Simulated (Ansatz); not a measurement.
# NTi: the cost of one run

Method: def2-SVP, all electrons in the functionals; program: Ansatz 0.2.0, Gaussian basis.

The runs, in order: PBE, r2SCAN, PBE0, B3LYP, wB97M-V, at charge 0, sextet; charge 0, quartet; charge 0, octet; charge 1, quintet; charge 1, septet.

18 further runs of the same task are left out: 12 for a known fault of the program, 1 that didn't finish, 5 set aside as unsound or not needed.

**1. What is computed**

The geometry is a PBE0/def2-TZVP stationary point (not a proven minimum).

2 atoms, charge 0, spin multiplicity 6.

Atoms are counted from 1 here; the program's logs count them from 0.

Bond lengths: Ti1–N2 2.040 Å.

Coordinates:

```
Ti    0.0000    0.0000    0.0000
N     0.0000    0.0000    2.0396
```

No dispersion term is added; wB97M-V holds VV10 nonlocal correlation. B3LYP takes the VWN-RPA correlation.

The geometry shown and the zero of energy belong to the point charge 0, sextet. The yardstick, RCCSDTQ, and other wave-function levels (R restricted, U unrestricted, valence and pair active spaces) come from earlier runs.

**2. PBE, charge 0, sextet**

The input, in.yaml:

```yaml
crystal:
  periodic: [false, false, false]
  atoms:
    - {symbol: Ti, position_ang: [0.000000, 0.000000, 0.000000]}
    - {symbol: N, position_ang: [0.000000, 0.000000, 2.039600]}
basis:
  gaussian: {orbitals: def2-SVP}
magnetization: {spin_polarized: true, initial_magnetization: 5}
hamiltonian: {xc: {name: PBE}}
output: {orbitals: {seedname: orbitals}}
```

Launch:

```console
> ansatz run in.yaml --threads 1 --pin off --events-out ev --progress --plain --max-ram 4096MiB --backend cpu
```

Q: Estimate wall time and peak memory on 1 thread of AMD EPYC 7R13, shared host.

About 15 s, with a peak of 0.3 GiB.
